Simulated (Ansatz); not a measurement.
# KLuO2, space group R-3m: a convergence test of the plane-wave cutoff

Computed with the Ansatz DFT code, driven from Python.

The cells in order, each with its output:

**Cell 1**
```python
import warnings

import ansatz as az
import matplotlib.pyplot as plt
```

**Cell 2**
```python
FILLING = "Methfessel-Paxton"
SMEARING_WIDTH = 0.3
VDW = "d3bjatm"
```

**Cell 3**
```python
warnings.simplefilter("ignore", az.DeckWarning)
```

**Cell 4**
```python
cell = (
    az.Lattice.of((1.67374, 0.96634, 6.16105), (-1.67374, 0.96634, 6.16105), (0.0, -1.93267, 6.16105))
    .atom("K", (0.0, 0.0, 0.0))
    .atom("Lu", (0.5, 0.5, 0.5))
    .atom("O", (0.22733, 0.22733, 0.22733))
    .atom("O", (0.77267, 0.77267, 0.77267))
)
```

**Cell 5**
```python
len(cell.resolved().sites)
```
Output:
```text
4
```

**Cell 6**
```python
job = cell.calculation()
job = job.kpoints(7, center="gamma")
job = job.occupations(FILLING, width=SMEARING_WIDTH).functional(az.Functional.PBESOL, dispersion=VDW)
job = job.forces()
job = job.stress()
```

**Cell 7**
```python
rows = []
for value in [300, 350, 400, 450, 500]:
    rep = job.basis(value).run().report
    rows.append((value, rep["free_energy_ev"] / len(rep["lattice"]["sites"]), rep["n_iterations"], sum(rep["stress_gpa"][i][i] for i in range(3)) / 3, max(abs(f) for row in rep["forces_ev_ang"] for f in row), rep["n_pw"]))
```

**Cell 8**
```python
print(" cutoff (eV)   F/atom (eV)    iterations       P (GPa)  max component (eV/A)   plane waves")
for row in rows:
    print(f"{str(row[0]):>12s}  {row[1]:12.5f}  {row[2]:12d}  {row[3]:12.3f}  {row[4]:20.4f}  {row[5]:12d}")
```
Output:
```text
 cutoff (eV)   F/atom (eV)    iterations       P (GPa)  max component (eV/A)   plane waves
         300   -4313.81457             8        -1.727                0.2714           695
         350   -4314.01087             7        -1.281                0.2662           871
         400   -4314.05666             7        -1.198                0.2892          1101
         450   -4314.06445             8        -1.238                0.2848          1299
         500   -4314.06518             8        -1.244                0.2841          1505
```

**Cell 9**
```python
# differences from the last row
for row in rows[:-1]:
    shift = 1000 * (row[1] - rows[-1][1])
    print(f"{row[0]}: {shift:+.2f} meV/atom" + ("  (within 5 meV)" if abs(shift) < 5 else ""))
plt.figure(figsize=(4.5, 3))
plt.plot([str(row[0]) for row in rows], [1000 * (row[1] - rows[-1][1]) for row in rows], "o-")
plt.xlabel("cutoff (eV)")
plt.ylabel("F - F(last) (meV/atom)")
plt.tight_layout()
plt.savefig("ecut.png", dpi=100)
```
Output:
```text
300: +250.60 meV/atom
350: +54.30 meV/atom
400: +8.51 meV/atom
450: +0.72 meV/atom  (within 5 meV)
```

From 450 eV on it stays within 5 meV an atom of the value at 500 eV; the first row (300 eV) is off by 250.6 meV and the last but one by 0.72 meV. The energy falls steadily, as expected when plane waves are added. The pressure moves from -1.73 to -1.24 GPa (the program's stress holds a Pulay correction, so it settles early). The last run costs about 1.8 times the first.

Notes:
- Pressure is positive in compression.
- This cell is a computed structure, which may not be the phase found in nature.
- Shifts are counted from the last row, which is itself no proven limit.
- The script silences the warnings on its input, which a real study should read.
- Timing: 19 s on 1 thread of Arm Neoverse V2, with other jobs on the host, peak memory 0.5 GiB.
